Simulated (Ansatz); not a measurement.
**BN (F-43m): comparison of norm-conserving and PAW potentials from a Python script**

Do two kinds of potentials agree on BN (F-43m)? A script is to give a comparison of norm-conserving and PAW potentials; the system is BN (F-43m).

Computed with Ansatz 0.2.0, driven from Python. The levels of theory stand in the script.

## (1) Starting point

The structure is cubic, space group F-43m (No. 216). The conventional cell has a = 3.615 Å, b = 3.615 Å, c = 3.615 Å, α = 90.00°, β = 90.00°, γ = 90.00°. B (site symmetry -43m) is surrounded by 4 N at 1.57 Å. N (site symmetry -43m) has 4 B at 1.57 Å as nearest neighbours.

The script holds or builds the structure itself.

## (2) Script

Input file bn.py:

```python
"""Norm-conserving against PAW potentials for BN."""

from dataclasses import dataclass

import ansatz as az
from ase import Atoms
import numpy as np
from tabulate import tabulate


@dataclass(frozen=True)
class Options:
    functional: str = "LDA"
    kspacing: float = 0.4
    filling: str = "fermi_dirac"
    smearing_width: float = 0.05


settings = Options()


def count_gap(report):
    # lowest empty less highest filled band, counting bands; zero where they overlap
    return max(report.get("gap_by_band_count_ev") or 0.0, 0.0)

atoms = Atoms(
    ["B", "N"],
    scaled_positions=[
        (0.0, 0.0, 0.0),
        (0.25, 0.25, 0.25),
    ],
    cell=[
        (0.0, 1.8075, 1.8075),
        (1.8075, 0.0, 1.8075),
        (1.8075, 1.8075, 0.0),
    ],
    pbc=True,
)
cell = az.Crystal.from_ase(atoms)

model = (
    cell.calculation()
    .functional(settings.functional)
    .kpoints(spacing=settings.kspacing)
    .occupations(settings.filling, width=settings.smearing_width)
    .stress()
    .forces()
    .band_table()
)
variants = {
    "PAW": model.pseudopotentials("paw"),
    "norm-conserving": model.pseudopotentials("nc"),
}
# totals differ by the cores that each treatment holds, so compare what does not depend on them
rows = []
for label, variant in variants.items():
    report = variant.run(threads=1, pin="off").report
    levels = np.array(report["eigenvalues_ev"][0]) - report["fermi_energy_ev"]
    print(label, "levels at the first k-point near E_F:", np.round(levels[np.abs(levels) < 5], 3))
    rows.append((label, report["n_electrons"], np.trace(report["stress_gpa"]) / 3, count_gap(report)))
print(tabulate(rows, headers=["treatment", "electrons in bands", "P GPa", "gap by band count eV"], floatfmt=".4f", tablefmt="plain"))
```

## (3) Launch

Command:

```bash
python bn.py
```

**Question.** How well do the two treatments of the cores agree on the pressure?

The runs gave:

| quantity | value |
| --- | --- |
| runs compared | 2 |
| difference in pressure | 0.39 GPa |
| difference in gap | 0.058 eV |
| gap on the mesh | 4.36 (paw) to 4.42 eV (nc) |

In words: PAW gives -10.977 GPa and norm-conserving -10.589 GPa, 0.39 GPa apart (a gap this large is an error of one set of files, which an all-electron run can settle). They took 0.4 and 1.1 s of processor time. In a crystal with a gap the Fermi level's place inside it depends on smearing and mesh. At these settings the cell as given stands under about -11 GPa, so it isn't at this functional's equilibrium volume. Levels are Kohn-Sham eigenvalues on this mesh. Stress is positive in compression.
